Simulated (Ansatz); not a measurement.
**Be₂H₂ (singlet): the correlation ladder at distance Be1–H3 = 1.062 Å, cc-pVDZ**

One table from this session's results is given with a row withheld; the runs are named, their logs left out.

The runs use Ansatz 0.2.0, Gaussian basis; cc-pVDZ, core rule «outside noble gas», up to 2 orbitals frozen.

Plan: UHF; CCSD(T) on RHF; BCCD(T) on RHF; CISD; CCSDT(Q) on RHF; CASSCF and MRCISD+Q, 2 electrons in 2 orbitals; CASSCF and NEVPT2, 2 electrons in 2 orbitals; Full CI.

45 further runs of the same task are left out: 25 for a known fault of the program, 13 that didn't finish, 7 set aside as unsound or not needed.

**What is computed**

The geometry derives from a PBE0/def2-TZVP stationary point (not a proven minimum). One bond is set to the value named and the two fragments are kept rigid.

4 atoms, charge 0, spin multiplicity 1.

Atoms are counted from 1 here; the program's logs count them from 0.

Bond lengths: Be1–H3 1.062 Å, Be2–H4 1.348 Å.

The first run:

Input file in.yaml:

```yaml
crystal:
  periodic: [false, false, false]
  atoms:
    - {symbol: Be, position_ang: [0.000000, 0.000000, 1.124109]}
    - {symbol: Be, position_ang: [0.000000, 0.000000, -0.981350]}
    - {symbol: H, position_ang: [0.000000, 0.000000, 2.186109]}
    - {symbol: H, position_ang: [0.000000, 0.000000, -2.328868]}
basis:
  gaussian: {orbitals: cc-pVDZ}
magnetization: {spin_polarized: true, initial_magnetization: 0}
hamiltonian: {xc: hf}
output: {orbitals: {seedname: orbitals}}
```

Command:

```bash
> ansatz run in.yaml --threads 1 --pin off --events-out ev --progress --plain --max-ram 2393MiB
```

Steps of the session up to this table: UHF; CCSD(T) on RHF; BCCD(T) on RHF; CISD; CCSDT(Q) on RHF; CASSCF and MRCISD+Q, 2 electrons in 2 orbitals; CASSCF and NEVPT2, 2 electrons in 2 orbitals; Full CI.

One table of the session follows, with a row left open; its other results are not shown here.

| method | from FCI (meV) |
| --- | --- |
| RHF | ? |
| RMP2 | +818.5 |
| CISD | +181.8 |
| RCCSD | +49.1 |
| RCCSD(T) | +13.5 |
| BCCD(T) | +13.4 |
| RCCSDT | +1.5 |
| RCCSDT(Q) | +0.4 |
| CASSCF pair | +2623.8 |
| NEVPT2 pair | +805.9 |
| MRCISD pair | +144.1 |
| MRCISD+Q pair | -15.9 |
| FCI | 0 |

Q: Estimate the row for RHF from the others.

**Answer.** from FCI (meV): +2974.0. In the column «from FCI (meV)» it is the highest.

Limits of these values: MRCISD+Q pair falls below full CI: the +Q correction isn't variational, and the cores differ from full CI's.
